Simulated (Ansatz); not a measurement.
# CH3NSe: vertical ionisation energy

Aim: the vertical ionisation energy of CH3NSe, as cation minus neutral at the neutral's geometry, on several levels, and how well −ε(HOMO) stands in for it.

Method: unrestricted cation, the program's frozen cores in correlated methods; program: Ansatz 0.2.0, Gaussian basis.

Levels to be run: UKS PBE-D4/def2-TZVPP; UKS r2SCAN-D4/def2-TZVPP; UKS PBE0-D4/def2-TZVPP; UKS B3LYP-D4/def2-TZVPP; UKS wB97X-V/def2-TZVPP; UKS wB97M-V/def2-TZVPP; UKS B2PLYP/def2-TZVPP; UHF-CCSD(T)/def2-TZVPP; UHF-MP2/def2-QZVPP; extrapolation to the limit; then −ε(HOMO) from the neutral's earlier runs with LDA (SPW92), PBE-D4, revPBE-D4, BLYP-D4, r2SCAN-D4, B97M-V, PBE0-D4, B3LYP-D4, r2SCANh-D4, r2SCAN0-D4, HSE06-D4, BHLYP-D4, CAM-B3LYP-D4, LC-ωPBE, ωB97X-V, ωB97M-V.

### Step 1. The relaxed structure

All runs share one geometry, relaxed beforehand with PBE0-D4 in a triple-zeta def2 set.

SMILES `N=C[SeH]`, 6 atoms, charge 0, spin multiplicity 1.

Atoms are counted from 1 here; the program's logs count them from 0.

Bond lengths: N1–C2 1.257 Å, N1–H4 1.018 Å, C2–Se3 1.903 Å, C2–H5 1.094 Å, Se3–H6 1.468 Å. Angles: C2–N1–H4 111.3°, N1–C2–Se3 119.6°, N1–C2–H5 126.4°, Se3–C2–H5 114.0°, C2–Se3–H6 94.0°.

### Step 2. Cation, UKS PBE-D4/def2-TZVPP

Input file in.yaml:

```yaml
crystal:
  periodic: [false, false, false]
  atoms:
    - {symbol: N, position_ang: [-0.811614, -1.103026, -0.417022]}
    - {symbol: C, position_ang: [-0.109947, -0.090599, -0.168257]}
    - {symbol: Se, position_ang: [0.730134, 0.076603, 1.530557]}
    - {symbol: H, position_ang: [-1.199214, -1.063106, -1.357980]}
    - {symbol: H, position_ang: [0.084432, 0.746486, -0.845508]}
    - {symbol: H, position_ang: [1.348209, 1.369743, 1.212010]}
basis:
  gaussian: {orbitals: def2-TZVPP}
total_charge: 1
magnetization: {spin_polarized: true, initial_magnetization: 1}
hamiltonian: {xc: pbe, dispersion: d4}
```

The run is started by

```
$ ansatz run in.yaml --threads 2 --pin off --events-out ev --progress --plain --max-ram 4352MiB
```

After this run come: Cation, UKS r2SCAN-D4/def2-TZVPP; Cation, UKS PBE0-D4/def2-TZVPP; Cation, UKS B3LYP-D4/def2-TZVPP; Cation, UKS wB97X-V/def2-TZVPP; Cation, UKS wB97M-V/def2-TZVPP; Cation, UKS B2PLYP (frozen core)/def2-TZVPP; Cation, UHF-CCSD(T)/def2-TZVPP; Cation, UHF-MP2/def2-QZVPP.

**Question.** What will the summary of the whole plan be? Wanted: ionisation energy, CCSD(T)/CBS; nearest functional by difference; nearest −ε(HOMO); −ε(HOMO) of PBE; T1 of the cation.

**Answer**, as computed:

| quantity | value |
| --- | --- |
| ionisation energy, CCSD(T)/CBS | 9.57 eV |
| nearest functional by difference | B3LYP-D4 (-0.21 eV) |
| nearest −ε(HOMO) | LC-ωPBE (+0.06 eV) |
| −ε(HOMO) of PBE | 5.93 eV |
| T1 of the cation | 0.029 |

In words: Energy differences with functionals land within 0.31 eV of the reference. −ε(HOMO) of PBE misses by 3.6 eV, since self-interaction lifts the level. Among orbital estimates LC-ωPBE comes nearest. Hartree-Fock falls 1.41 eV short, as the neutral has more correlation energy than the cation. Correlated methods include outer-core shells of Se, which these sets cover unevenly. With outer-core shells in play the reference is unsure by up to some tenths of an eV, so close misses can't be ranked.
